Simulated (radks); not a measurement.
**Lu³⁺ in [Xe] 4f14: an all-electron calculation**

One table from this session's results is given with a row withheld; the runs are named, their logs left out.

Program: radks (a radial shooting solver on a logarithmic mesh, Libxc functionals) version 1. Level of theory: scalar-relativistic Kohn-Sham, BLYP, spin-polarised, spherical densities, finite nucleus. These are calculated values, not measurements, unless marked.

## The atom as given

```
element            : lutetium (Z = 71)
charge             : +3
electrons          : 68
configuration      : [Xe] 4f14
nuclear rms radius : 5.37 fm
```

The outer shells:

Lu³⁺
```
[Xe] core
4f [↑↓][↑↓][↑↓][↑↓][↑↓][↑↓][↑↓]
```

Set-up of the first run:

Input:

```text
Z 71
configuration [Xe] 4f14 6s0 5d0
relativity scalar-relativistic
functional b88,lyp
spin polarised
nucleus finite rms 5.37 fm
c 137.035999084
```

Launch:

```bash
$ python run_ks.py task.json out
```

All runs below come from this command, one after another.

One table of the session follows, with a row left open; its other results are not shown here.

It belongs to the step «Radial structure». From the orbitals of this run (lengths in bohr):

| level | <r> | outermost maximum (interpolated) | 90 % within | nodes |
| --- | --- | --- | --- | --- |
| 1s | 0.01932 | 0.0121 | 0.0351 | 0 |
| 2s | ? | ? | ? | ? |
| 2p | 0.07291 | 0.0566 | 0.119 | 0 |
| 3s | 0.2127 | 0.196 | 0.312 | 2 |
| 3p | 0.2123 | 0.193 | 0.318 | 1 |
| 3d | 0.1925 | 0.157 | 0.299 | 0 |
| 4s | 0.4780 | 0.446 | 0.687 | 3 |
| 4p | 0.5079 | 0.467 | 0.739 | 2 |
| 4d | 0.5477 | 0.481 | 0.824 | 1 |
| 5s | 1.166 | 1.04 | 1.68 | 4 |
| 5p | 1.372 | 1.19 | 2.01 | 3 |
| 4f | 0.7171 | 0.468 | 1.23 | 0 |
| 5d | 2.062 | 1.67 | 3.15 | 2 |
| 6s | 2.867 | 2.64 | 4.06 | 5 |

**Question.** Estimate the row for 2s.

As computed: <r>: 0.08184; outermost maximum (interpolated): 0.0693; 90 % within: 0.127; nodes: 1. In the column «<r>» it lies between 2p (0.07291) and 3d (0.1925).
